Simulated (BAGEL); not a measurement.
**CH4AlFS (SMILES [CH3][Al]([F])[SH]): B3LYP/6-31G(d) (density fitting with qzvpp-jkfit, spherical functions)**

Aim: the energy change on altering one bond length of CH4AlFS at B3LYP/6-31G* (density fitting with qzvpp-jkfit, spherical functions), from 2 runs. 

The calculation is run with BAGEL 1.2.2.

5 further runs of the same task are left out: 2 that didn't finish, 3 set aside as unsound or not needed. Runs told in other sessions of the task aren't counted.

## 1. Starting point

CH4AlFS has 8 atoms, charge 0, and is taken as a singlet. As SMILES, `[CH3][Al]([F])[SH]`. The shape is that of a PBE0-D4/def2-TZVP optimisation. This is one conformer, not always the lowest.

Bond lengths: C1–Al2 1.934 Å, Al2–F3 1.650 Å, Al2–S4 2.176 Å, C1–H5 1.092 Å, C1–H6 1.094 Å, C1–H7 1.094 Å, S4–H8 1.344 Å. Angles: C1–Al2–F3 120.1°, C1–Al2–S4 125.7°, F3–Al2–S4 114.2°, Al2–C1–H5 112.6°, Al2–C1–H6 110.4°, Al2–C1–H7 110.5°, Al2–S4–H8 92.4°, H5–C1–H6 108.1°, H5–C1–H7 108.2°, H6–C1–H7 106.9°.

## 2. A single-point energy at B3LYP/6-31G(d) (density fitting with qzvpp-jkfit, spherical functions)

input.json

```json
{ "bagel" : [

{
  "title" : "molecule",
  "basis" : "6-31gs.json",
  "df_basis" : "qzvpp-jkfit",
  "angstrom" : "true",
  "geometry" : [
    { "atom" : "C", "xyz" : [   -0.164800,    1.144700,   -0.030300 ] },
    { "atom" : "Al", "xyz" : [    0.702600,   -0.583900,   -0.058200 ] },
    { "atom" : "F", "xyz" : [    2.341300,   -0.684100,   -0.222200 ] },
    { "atom" : "S", "xyz" : [   -0.295900,   -2.510100,    0.113800 ] },
    { "atom" : "H", "xyz" : [   -1.250400,    1.067300,    0.056300 ] },
    { "atom" : "H", "xyz" : [    0.201100,    1.741800,    0.810100 ] },
    { "atom" : "H", "xyz" : [    0.065400,    1.703100,   -0.942200 ] },
    { "atom" : "H", "xyz" : [   -1.507100,   -1.935800,    0.216800 ] }
  ]
},
{
  "title" : "ks",
  "xc_func" : "b3lyp"
},
{
  "title" : "print",
  "file" : "orbitals.molden",
  "orbitals" : "true"
}

]}
```

The basis set 6-31G* is read from a file made from the Basis Set Exchange's data (not shown).

Run with:

```
$ BAGEL_NUM_THREADS=1 BAGEL input.json > input.out
```

The program printed:

```text
* using 1 threads per process

  ===============================================================
  ===============================================================

  *** Geometry ***

  { "atom" : "C", "xyz" : [     -0.311427,      2.163169,     -0.057259 ] },
  { "atom" : "Al", "xyz" : [      1.327722,     -1.103411,     -0.109982 ] },
  { "atom" : "F", "xyz" : [      4.424416,     -1.292762,     -0.419897 ] },
  { "atom" : "S", "xyz" : [     -0.559170,     -4.743402,      0.215051 ] },
  { "atom" : "H", "xyz" : [     -2.362914,      2.016905,      0.106392 ] },
  { "atom" : "H", "xyz" : [      0.380024,      3.291525,      1.530867 ] },
  { "atom" : "H", "xyz" : [      0.123588,      3.218393,     -1.780500 ] },
  { "atom" : "H", "xyz" : [     -2.848006,     -3.658132,      0.409693 ] },

  Number of auxiliary basis functions:      480

  Since a DF basis is specified, we compute 2- and 3-index integrals:
    o Being stored without compression. Storage requirement is 0.020 GB

  Number of basis functions:       72
  Number of electrons      :       48

    * METHOD: MOLECULE                             0.24

  *** Kohn-Sham DFT ***

    * Removing 14134 points whose weight is below 1.00e-10
    * Grid points: 105114

  === Nuclear Repulsion ===
   195.5365090362

       - DIIS with orbital gradients will be used.

  === KS iteration (b3lyp / 6-31gs.json) ===
      0       -749.72543612          0.11686905           0.34
      1       -696.13093947          0.14712461           0.31
      2       -704.73044239          0.13727543           0.31
      3       -772.19787398          0.10346177           0.31
      4       -780.56006431          0.03584950           0.31
      5       -780.68068250          0.03428746           0.31
      6       -781.04040446          0.00958311           0.31
      7       -781.07394172          0.00745224           0.31
      8       -781.10075278          0.00140858           0.32
      9       -781.10160305          0.00044979           0.31
     10       -781.10168411          0.00004441           0.33
     11       -781.10168475          0.00002070           0.31
     12       -781.10168489          0.00000619           0.32
     13       -781.10168491          0.00000320           0.31
     14       -781.10168492          0.00000128           0.31
     15       -781.10168492          0.00000033           0.32
     16       -781.10168492          0.00000005           0.32
     17       -781.10168492          0.00000001           0.32
     18       -781.10168492          0.00000001           0.33
    * SCF iteration converged.

    * Permanent dipole moment:
           (    0.758919,    -0.809648,    -0.048760) a.u.

    * METHOD: KS                                   6.56

    * METHOD: PRINT                                0.02

  ===============================================================
```

Wall time 7.2 s (1 thread of Arm Neoverse V1, shared host); peak memory 0.39 GiB.

## 3. The distorted shape at the same level

dft.json

```json
{ "bagel": [

{
  "title": "molecule",
  "basis": "6-31gs.json",
  "df_basis": "qzvpp-jkfit",
  "angstrom": true,
  "geometry": [
    { "atom": "C", "xyz": [    0.804128,    0.685275,   -0.112697 ] },
    { "atom": "Al", "xyz": [    1.671528,   -1.043325,   -0.140597 ] },
    { "atom": "F", "xyz": [    3.310228,   -1.143525,   -0.304597 ] },
    { "atom": "S", "xyz": [    0.673028,   -2.969525,    0.031403 ] },
    { "atom": "H", "xyz": [   -0.281472,    0.607875,   -0.026097 ] },
    { "atom": "H", "xyz": [    1.170028,    1.282375,    0.727703 ] },
    { "atom": "H", "xyz": [    1.034328,    1.243675,   -1.024597 ] },
    { "atom": "H", "xyz": [   -1.507100,   -1.935800,    0.216800 ] }
  ]
},
{
  "title": "ks",
  "xc_func": "b3lyp"
},
{
  "title": "print",
  "file": "orbitals.molden",
  "orbitals": true
}

]}
```

The basis set 6-31G* is read from a file made from the Basis Set Exchange's data (not shown).

Run with:

```
$ BAGEL_NUM_THREADS=1 BAGEL dft.json > dft.out
```

The program printed:

```text
* using 1 threads per process

  ===============================================================
  ===============================================================

  *** Geometry ***

  { "atom" : "C", "xyz" : [      1.519582,      1.294982,     -0.212966 ] },
  { "atom" : "Al", "xyz" : [      3.158730,     -1.971599,     -0.265690 ] },
  { "atom" : "F", "xyz" : [      6.255424,     -2.160949,     -0.575605 ] },
  { "atom" : "S", "xyz" : [      1.271839,     -5.611589,      0.059343 ] },
  { "atom" : "H", "xyz" : [     -0.531905,      1.148717,     -0.049316 ] },
  { "atom" : "H", "xyz" : [      2.211032,      2.423338,      1.375159 ] },
  { "atom" : "H", "xyz" : [      1.954597,      2.350205,     -1.936208 ] },
  { "atom" : "H", "xyz" : [     -2.848006,     -3.658132,      0.409693 ] },

  Number of auxiliary basis functions:      480

  Since a DF basis is specified, we compute 2- and 3-index integrals:
    o Being stored without compression. Storage requirement is 0.020 GB

  Number of basis functions:       72
  Number of electrons      :       48

    * METHOD: MOLECULE                             0.24

  *** Kohn-Sham DFT ***

    * Removing 13494 points whose weight is below 1.00e-10
    * Grid points: 105754

  === Nuclear Repulsion ===
   191.9345050444

       - DIIS with orbital gradients will be used.

  === KS iteration (b3lyp / 6-31gs.json) ===
      0       -750.28469051          0.11474718           0.31
      1       -700.36451046          0.15934458           0.29
      2       -737.38827964          0.14958477           0.29
      3       -765.11734869          0.09683288           0.30
      4       -766.13790879          0.12663947           0.31
      5       -780.39225094          0.03517031           0.30
      6       -780.87383999          0.01148779           0.29
      7       -780.92504147          0.01013464           0.29
      8       -780.95858346          0.00542905           0.30
      9       -780.97021348          0.00329980           0.29
     10       -780.97757489          0.00067830           0.29
     11       -780.97774091          0.00027764           0.29
     12       -780.97777244          0.00003853           0.29
     13       -780.97777323          0.00000894           0.30
     14       -780.97777327          0.00000220           0.30
     15       -780.97777327          0.00000085           0.29
     16       -780.97777327          0.00000009           0.30
     17       -780.97777327          0.00000005           0.29
     18       -780.97777327          0.00000006           0.30
     19       -780.97777327          0.00000001           0.30
     20       -780.97777327          0.00000000           0.29
    * SCF iteration converged.

    * Permanent dipole moment:
           (    0.590333,    -0.729603,    -0.034512) a.u.

    * METHOD: KS                                   6.73

    * METHOD: PRINT                                0.01

  ===============================================================
```

Wall time 7.2 s (1 thread of Arm Neoverse V1, shared host); peak memory 0.39 GiB.

## 4. Summary of results

At B3LYP/6-31G* (density fitting with qzvpp-jkfit, spherical functions):

| quantity | value |
| --- | --- |
| first shape: total energy | -781.10168 Eh |
| first shape: dipole moment | 2.82 D |
| first shape: HOMO energy | -7.44 eV |
| first shape: LUMO energy | -0.47 eV |
| first shape: HOMO–LUMO gap | 6.97 eV |
| distorted shape: total energy | -780.97777 Eh |
| distorted shape: dipole moment | 2.39 D |
| distorted shape: HOMO energy | -7.51 eV |
| distorted shape: LUMO energy | -4.70 eV |
| distorted shape: HOMO–LUMO gap | 2.82 eV |
| energy change with the S4–H8 bond stretched from 1.344 to 2.420 Å | 3.372 eV |

With the S4–H8 bond stretched from 1.344 to 2.420 Å the energy rises by 3.37 eV (325 kJ/mol). The first shape isn't relaxed at this level, so the change isn't measured from a minimum. A restricted reference can't describe the breaking bond well at this length.
